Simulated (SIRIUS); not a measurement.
# Ga3Se (Pm-3m) in SIRIUS: equation of state

How stiff is Ga3Se in PBEsol, and what volume does it want? The cell is scaled to several volumes.

Everything below comes from runs of SIRIUS 7.12.0. Logs are shortened: lines on timing, memory, paths and dates and some standing lists are left out, and cuts for length are marked. The log counts tension as positive stress, the text compression.

### 1 Starting point

The structure is cubic, space group Pm-3m (No. 221). Conventional cell: a = 4.432 Å, b = 4.432 Å, c = 4.432 Å, α = 90.00°, β = 90.00°, γ = 90.00°. Se (site symmetry m-3m) has 12 Ga at 3.13 Å as nearest neighbours. Ga (site symmetry 4/mmm) is surrounded by 4 Se at 3.13 Å and 8 Ga at 3.13 Å.

The cell comes from a database or a generator and needn't be the stable form of this composition.

### 2 Equation of state, PBEsol, 20.46 Å³/atom (volume scaled by 0.94)

File sirius.json:

```json
{
  "control": {
    "processing_unit": "cpu",
    "std_evp_solver_name": "lapack",
    "gen_evp_solver_name": "lapack",
    "verbosity": 2,
    "print_forces": false,
    "ortho_rf": true,
    "use_second_variation": true,
    "rmt_max": 3.0,
    "num_bands_to_print": 24,
    "save_wf": true
  },
  "parameters": {
    "electronic_structure_method": "full_potential_lapwlo",
    "xc_functionals": ["XC_GGA_X_PBE_SOL", "XC_GGA_C_PBE_SOL"],
    "core_relativity": "dirac",
    "valence_relativity": "iora",
    "num_fv_states": 52,
    "smearing": "fermi_dirac",
    "smearing_width": 0.0018374661,
    "pw_cutoff": 20,
    "gk_cutoff": 3.5,
    "lmax_apw": 10,
    "lmax_rho": 8,
    "lmax_pot": 8,
    "num_mag_dims": 0,
    "auto_rmt": 0,
    "ngridk": [6, 6, 6],
    "shiftk": [0, 0, 0],
    "num_dft_iter": 80,
    "energy_tol": 1e-07,
    "density_tol": 1e-05,
    "use_symmetry": true
  },
  "settings": {"tol_ne": 1e-10},
  "iterative_solver": {"type": "exact"},
  "mixer": {"type": "anderson", "beta": 0.5, "max_history": 8},
  "unit_cell": {
    "lattice_vectors": [[8.2051551955, 0.0, 0.0], [0.0, 8.2051551955, 0.0], [0.0, 0.0, 8.2051551955]],
    "atom_types": ["Ga", "Se"],
    "atom_files": {"Ga": "Ga.json", "Se": "Se.json"},
    "atoms": {"Ga": [[0.5, 0.5, 0.0], [0.5, 0.0, 0.5], [0.0, 0.5, 0.5]], "Se": [[0.0, 0.0, 0.0]]}
  }
}
```

File Ga.json:

```json
{
  "name": "gallium",
  "symbol": "Ga",
  "number": 31,
  "mass": 69.723,
  "rmin": 1e-06,
  "rmt": 2.4,
  "nrmt": 800,
  "rinf": 19.67,
  "core": "1s2s2p",
  "valence": [
    {"basis": [{"enu": -0.01, "dme": 0, "n": 0, "auto": 0}, {"enu": -0.01, "dme": 1, "n": 0, "auto": 0}]},
    {"l": 0, "n": 1, "basis": [{"enu": 0.0221, "dme": 0, "n": 0, "auto": 0}]},
    {"l": 1, "n": 2, "basis": [{"enu": 0.09, "dme": 0, "n": 0, "auto": 0}]},
    {"l": 2, "n": 3, "basis": [{"enu": 0.09, "dme": 0, "n": 0, "auto": 0}]},
    {"l": 3, "n": 4, "basis": [{"enu": 0.09, "dme": 0, "n": 0, "auto": 0}]}
  ],
  "lo": [
    {
      "l": 0,
      "basis": [{"enu": 0.0221, "dme": 0, "n": 0, "auto": 0}, {"enu": 0.0221, "dme": 1, "n": 0, "auto": 0}]
    },
    {
      "l": 0,
      "basis": [{"enu": -5.2143, "dme": 0, "n": 3, "auto": 1}, {"enu": -5.2143, "dme": 1, "n": 3, "auto": 1}]
    },
    {
      "l": 0,
      "basis": [{"enu": -5.2143, "dme": 1, "n": 3, "auto": 1}, {"enu": 0.0221, "dme": 0, "n": 0, "auto": 0}]
    },
    {
      "l": 0,
      "basis": [{"enu": 0.0221, "dme": 0, "n": 0, "auto": 0}, {"enu": 2.7998, "dme": 0, "n": 0, "auto": 0}]
    },
    {"l": 1, "basis": [{"enu": 0.09, "dme": 0, "n": 0, "auto": 0}, {"enu": 0.09, "dme": 1, "n": 0, "auto": 0}]},
    {
      "l": 1,
      "basis": [{"enu": -3.4308, "dme": 0, "n": 3, "auto": 1}, {"enu": -3.4308, "dme": 1, "n": 3, "auto": 1}]
    },
    {
      "l": 1,
      "basis": [{"enu": -3.4308, "dme": 1, "n": 3, "auto": 1}, {"enu": 0.09, "dme": 0, "n": 0, "auto": 0}]
    },
    {"l": 1, "basis": [{"enu": 0.09, "dme": 0, "n": 0, "auto": 0}, {"enu": 3.2844, "dme": 0, "n": 0, "auto": 0}]},
    {"l": 2, "basis": [{"enu": 0.09, "dme": 0, "n": 0, "auto": 0}, {"enu": 0.09, "dme": 1, "n": 0, "auto": 0}]},
    {
      "l": 2,
      "basis": [{"enu": -0.5241, "dme": 0, "n": 3, "auto": 1}, {"enu": -0.5241, "dme": 1, "n": 3, "auto": 1}]
    },
    {
      "l": 2,
      "basis": [{"enu": -0.5241, "dme": 1, "n": 3, "auto": 1}, {"enu": 0.09, "dme": 0, "n": 0, "auto": 0}]
    },
    {"l": 2, "basis": [{"enu": 0.09, "dme": 0, "n": 0, "auto": 0}, {"enu": 3.7011, "dme": 0, "n": 0, "auto": 0}]},
    {"l": 3, "basis": [{"enu": 0.09, "dme": 0, "n": 0, "auto": 0}, {"enu": 0.09, "dme": 1, "n": 0, "auto": 0}]},
    {"l": 3, "basis": [{"enu": 0.09, "dme": 0, "n": 0, "auto": 0}, {"enu": 3.1108, "dme": 0, "n": 0, "auto": 0}]}
  ],
  "free_atom": [... radial grid and density of the free atom, the start of the SCF ...]
}
```

File Se.json:

```json
{
  "name": "selenium",
  "symbol": "Se",
  "number": 34,
  "mass": 78.96,
  "rmin": 1e-06,
  "rmt": 2.4,
  "nrmt": 800,
  "rinf": 13.6,
  "core": "1s2s2p3s",
  "valence": [
    {"basis": [{"enu": -0.01, "dme": 0, "n": 0, "auto": 0}, {"enu": -0.01, "dme": 1, "n": 0, "auto": 0}]},
    {"l": 0, "n": 1, "basis": [{"enu": -0.0583, "dme": 0, "n": 0, "auto": 0}]},
    {"l": 1, "n": 2, "basis": [{"enu": 0.09, "dme": 0, "n": 0, "auto": 0}]},
    {"l": 2, "n": 3, "basis": [{"enu": 0.09, "dme": 0, "n": 0, "auto": 0}]},
    {"l": 3, "n": 4, "basis": [{"enu": 0.09, "dme": 0, "n": 0, "auto": 0}]}
  ],
  "lo": [
    {
      "l": 0,
      "basis": [{"enu": -0.0583, "dme": 0, "n": 0, "auto": 0}, {"enu": -0.0583, "dme": 1, "n": 0, "auto": 0}]
    },
    {
      "l": 0,
      "basis": [{"enu": -0.0583, "dme": 1, "n": 0, "auto": 0}, {"enu": -0.0583, "dme": 2, "n": 0, "auto": 0}]
    },
    {
      "l": 0,
      "basis": [{"enu": -0.0583, "dme": 0, "n": 0, "auto": 0}, {"enu": 2.025, "dme": 0, "n": 0, "auto": 0}]
    },
    {"l": 1, "basis": [{"enu": 0.09, "dme": 0, "n": 0, "auto": 0}, {"enu": 0.09, "dme": 1, "n": 0, "auto": 0}]},
    {
      "l": 1,
      "basis": [{"enu": -5.2706, "dme": 0, "n": 3, "auto": 1}, {"enu": -5.2706, "dme": 1, "n": 3, "auto": 1}]
    },
    {
      "l": 1,
      "basis": [{"enu": -5.2706, "dme": 1, "n": 3, "auto": 1}, {"enu": 0.09, "dme": 0, "n": 0, "auto": 0}]
    },
    {"l": 1, "basis": [{"enu": 0.09, "dme": 0, "n": 0, "auto": 0}, {"enu": 3.2844, "dme": 0, "n": 0, "auto": 0}]},
    {"l": 2, "basis": [{"enu": 0.09, "dme": 0, "n": 0, "auto": 0}, {"enu": 0.09, "dme": 1, "n": 0, "auto": 0}]},
    {
      "l": 2,
      "basis": [{"enu": -1.6295, "dme": 0, "n": 3, "auto": 1}, {"enu": -1.6295, "dme": 1, "n": 3, "auto": 1}]
    },
    {
      "l": 2,
      "basis": [{"enu": -1.6295, "dme": 1, "n": 3, "auto": 1}, {"enu": 0.09, "dme": 0, "n": 0, "auto": 0}]
    },
    {"l": 2, "basis": [{"enu": 0.09, "dme": 0, "n": 0, "auto": 0}, {"enu": 3.7011, "dme": 0, "n": 0, "auto": 0}]},
    {"l": 3, "basis": [{"enu": 0.09, "dme": 0, "n": 0, "auto": 0}, {"enu": 0.09, "dme": 1, "n": 0, "auto": 0}]},
    {"l": 3, "basis": [{"enu": 0.09, "dme": 0, "n": 0, "auto": 0}, {"enu": 3.1108, "dme": 0, "n": 0, "auto": 0}]}
  ],
  "free_atom": [... radial grid and density of the free atom, the start of the SCF ...]
}
```

File sirius_start.json:

```json
{
  "control": {
    "processing_unit": "cpu",
    "std_evp_solver_name": "lapack",
    "gen_evp_solver_name": "lapack",
    "verbosity": 1,
    "print_forces": false,
    "ortho_rf": true,
    "use_second_variation": true,
    "rmt_max": 3.0,
    "num_bands_to_print": 24,
    "save_wf": false
  },
  "parameters": {
    "electronic_structure_method": "full_potential_lapwlo",
    "xc_functionals": ["XC_LDA_X", "XC_LDA_C_PW"],
    "core_relativity": "dirac",
    "valence_relativity": "iora",
    "num_fv_states": 52,
    "smearing": "fermi_dirac",
    "smearing_width": 0.0055123983,
    "pw_cutoff": 20,
    "gk_cutoff": 2.8,
    "lmax_apw": 10,
    "lmax_rho": 8,
    "lmax_pot": 8,
    "num_mag_dims": 0,
    "auto_rmt": 0,
    "ngridk": [2, 2, 2],
    "shiftk": [0, 0, 0],
    "num_dft_iter": 30,
    "energy_tol": 0.01,
    "density_tol": 0.05,
    "use_symmetry": true
  },
  "settings": {"tol_ne": 1e-10},
  "iterative_solver": {"type": "exact"},
  "mixer": {"type": "anderson", "beta": 0.5, "max_history": 8},
  "unit_cell": {
    "lattice_vectors": [[8.2051551955, 0.0, 0.0], [0.0, 8.2051551955, 0.0], [0.0, 0.0, 8.2051551955]],
    "atom_types": ["Ga", "Se"],
    "atom_files": {"Ga": "Ga.json", "Se": "Se.json"},
    "atoms": {"Ga": [[0.5, 0.5, 0.0], [0.5, 0.0, 0.5], [0.0, 0.5, 0.5]], "Se": [[0.0, 0.0, 0.0]]}
  }
}
```

Potentials or basis: all-electron FP-LAPW, apw+lo standard.

The run is started by

```sh
$ OMP_NUM_THREADS=1 sirius.scf --input=sirius_start.json --output=start.json
$ OMP_NUM_THREADS=1 sirius.scf --input=sirius.json --output=output.json --task=1
```

The log of the run:

```text
[info] SIRIUS version : 7.12.0
[info] number of MPI ranks           : 1
[info] MPI grid                      : 1 1
[info] maximum number of OMP threads : 1
[fft] FFT context for density and potential
[fft] =====================================
[fft]   plane wave cutoff                     : 20
[fft]   grid size                             : 60 60 60   total : 216000
[fft]   grid limits                           : -29 30   -29 30   -29 30
[fft]   number of G-vectors within the cutoff : 74653
[fft]   number of G-shells                    : 1899
[fft] FFT context for coarse grid
[fft] =====================================
[fft]   plane wave cutoff                     : 7
[fft]   grid size                             : 24 24 24   total : 13824
[fft]   grid limits                           : -11 12   -11 12   -11 12
[fft]   number of G-vectors within the cutoff : 3191
[fft]   number of G-shells                    : 114
[unit cell] lattice vectors
[unit cell]   a1 :       8.2051551955      0.0000000000      0.0000000000
[unit cell]   a2 :       0.0000000000      8.2051551955      0.0000000000
[unit cell]   a3 :       0.0000000000      0.0000000000      8.2051551955
[unit cell] reciprocal lattice vectors
[unit cell]   b1 :       0.7657606904      0.0000000000      0.0000000000
[unit cell]   b2 :       0.0000000000      0.7657606904      0.0000000000
[unit cell]   b3 :       0.0000000000      0.0000000000      0.7657606904
[unit cell] unit cell volume :       552.40855994 [a.u.^3]
[unit cell] 1/sqrt(omega)    :         0.04254708
[unit cell] MT volume        :       231.62334316 (41.93%)
[unit cell] IT volume        :       320.78521678 (58.07%)
[unit cell] number of atom types : 2
[unit cell] type id : 0 symbol : Ga mt_radius :   2.400000 num_atoms : 3
[... 370 lines left out ...]
[diagonalize] ik:    4   -5.242165   -5.242165   -5.242165   -5.072269   -5.072264   -5.072264   -3.268153   -3.268150   -3.268148   -3.268146   -3.268144   -3.268140   -3.267537   -3.267531   -3.267526   -1.582590   -1.582587   -1.582582   -1.582578   -1.582575   -0.353616   -0.352491   -0.352055   -0.351955
[diagonalize] ...
[diagonalize] ik:   15   -5.242164   -5.242164   -5.242164   -5.072266   -5.072266   -5.072266   -3.268169   -3.268158   -3.268158   -3.268134   -3.268134   -3.268123   -3.267563   -3.267523   -3.267509   -1.582586   -1.582583   -1.582583   -1.582570   -1.582563   -0.353776   -0.350453   -0.350453   -0.349846
[diagonalize] ik:   16   -5.242164   -5.242164   -5.242164   -5.072267   -5.072265   -5.072265   -3.268163   -3.268163   -3.268163   -3.268129   -3.268129   -3.268128   -3.267566   -3.267514   -3.267514   -1.582583   -1.582583   -1.582581   -1.582566   -1.582566   -0.354835   -0.351091   -0.350483   -0.350483
[diagonalize] ik:   17   -5.242164   -5.242164   -5.242164   -5.072266   -5.072266   -5.072265   -3.268166   -3.268166   -3.268163   -3.268129   -3.268126   -3.268126   -3.267570   -3.267514   -3.267511   -1.582585   -1.582585   -1.582585   -1.582566   -1.582564   -0.355671   -0.350936   -0.350197   -0.350120
[diagonalize] ik:   18   -5.242164   -5.242164   -5.242164   -5.072266   -5.072266   -5.072266   -3.268169   -3.268166   -3.268166   -3.268126   -3.268126   -3.268123   -3.267573   -3.267512   -3.267509   -1.582584   -1.582584   -1.582584   -1.582562   -1.582562   -0.356657   -0.350595   -0.350595   -0.350569
[diagonalize] ik:   19   -5.242165   -5.242165   -5.242165   -5.072266   -5.072266   -5.072266   -3.268170   -3.268170   -3.268170   -3.268124   -3.268124   -3.268124   -3.267579   -3.267510   -3.267510   -1.582594   -1.582594   -1.582594   -1.582570   -1.582570   -0.357795   -0.350889   -0.350889   -0.350889
[generate_core_charge_density] atom class : 0
[generate_core_charge_density]   n,l,k : 1 0 1  energy :        -375.18468350
[generate_core_charge_density]   n,l,k : 2 0 1  energy :         -45.97928647
[generate_core_charge_density]   n,l,k : 2 1 1  energy :         -40.67531996
[generate_core_charge_density]   n,l,k : 2 1 2  energy :         -39.66013487
[generate_core_charge_density] atom class : 1
[generate_core_charge_density]   n,l,k : 1 0 1  energy :        -458.70857946
[generate_core_charge_density]   n,l,k : 2 0 1  energy :         -58.63281469
[generate_core_charge_density]   n,l,k : 2 1 1  energy :         -52.57777420
[generate_core_charge_density]   n,l,k : 2 1 2  energy :         -51.04460291
[generate_core_charge_density]   n,l,k : 3 0 1  energy :          -7.45966396
[find] Total energy                   :   -8256.52590233 (Ha),  -16513.05180466 (Ry)
[... 24 lines left out ...]
[find] valence_eval_sum               :    -146.63299547
[find] core_eval_sum                  :   -4605.62642981
[find] kinetic energy                 :    8425.72516408
[find] enuc                           :   -9986.96959468
[find] <rho|V^{XC}>                   :    -405.06846539
[find] <rho|E^{XC}>                   :    -308.82435527
[find] <mag|B^{XC}>                   :       0.00000000
[find] <rho|V^{H}>                    :  -12772.91612397
[find] smearing (-TS)                 :      -0.00036140
[find] SCF correction                 :       0.00009972
[find] Total energy                   :   -8256.52674813 (Ha),  -16513.05349627 (Ry)
[find] Free energy (E-TS)             :   -8256.52710954 (Ha),  -16513.05421908 (Ry)
[find] band gap (eV)                  :       0.00000000
[find] Efermi                         :       0.19836068
[find] iteration : 7, RMS (target) : 6.1435e-06 (1.0000e-05) , energy difference (target) : -1.8268e-08 (1.0000e-07)
[find] converged after 8 SCF iterations!
[find] Charges and magnetic moments
[find] --------------------------------------------------------------------------------
[find] atom      charge    core leakage
[find] --------------------------------------------------------------------------------
[find]    0   29.492364    0.000000e+00
[find]    1   29.492364    0.000000e+00
[find]    2   29.492364    0.000000e+00
[find]    3   32.373688    2.704660e-06
[find] total core leakage    : 2.70466032e-06
[find] interstitial charge   : 6.149215
[find] total charge          : 126.999995
[find] Energy
[find] --------------------------------------------------------------------------------
[find] valence_eval_sum               :    -146.63299547
[find] core_eval_sum                  :   -4605.62642981
[find] kinetic energy                 :    8425.72516408
[find] enuc                           :   -9986.96959468
[find] <rho|V^{XC}>                   :    -405.06846539
[find] <rho|E^{XC}>                   :    -308.82435527
[find] <mag|B^{XC}>                   :       0.00000000
[find] <rho|V^{H}>                    :  -12772.91612397
[find] smearing (-TS)                 :      -0.00036140
[find] SCF correction                 :       0.00009972
[find] Total energy                   :   -8256.52674813 (Ha),  -16513.05349627 (Ry)
[find] Free energy (E-TS)             :   -8256.52710954 (Ha),  -16513.05421908 (Ry)
[find] band gap (eV)                  :       0.00000000
[find] Efermi                         :       0.19836068
```

Run time: 3.6 min. Hardware: 1 thread of Intel Xeon at 2.50GHz (Skylake/Cascade Lake), shared host; peak memory 0.67 GiB.

What came out:

| Item | Value |
| --- | --- |
| Free energy | -224671.5482 eV |
| Band gap on the k mesh | none (metal or under the smearing width) |
| All electrons inside the program's atomic spheres | Se 32.37; Ga 29.49 (radii Ga 2.4, Se 2.4 bohr) |

[end of part 1 of 3]
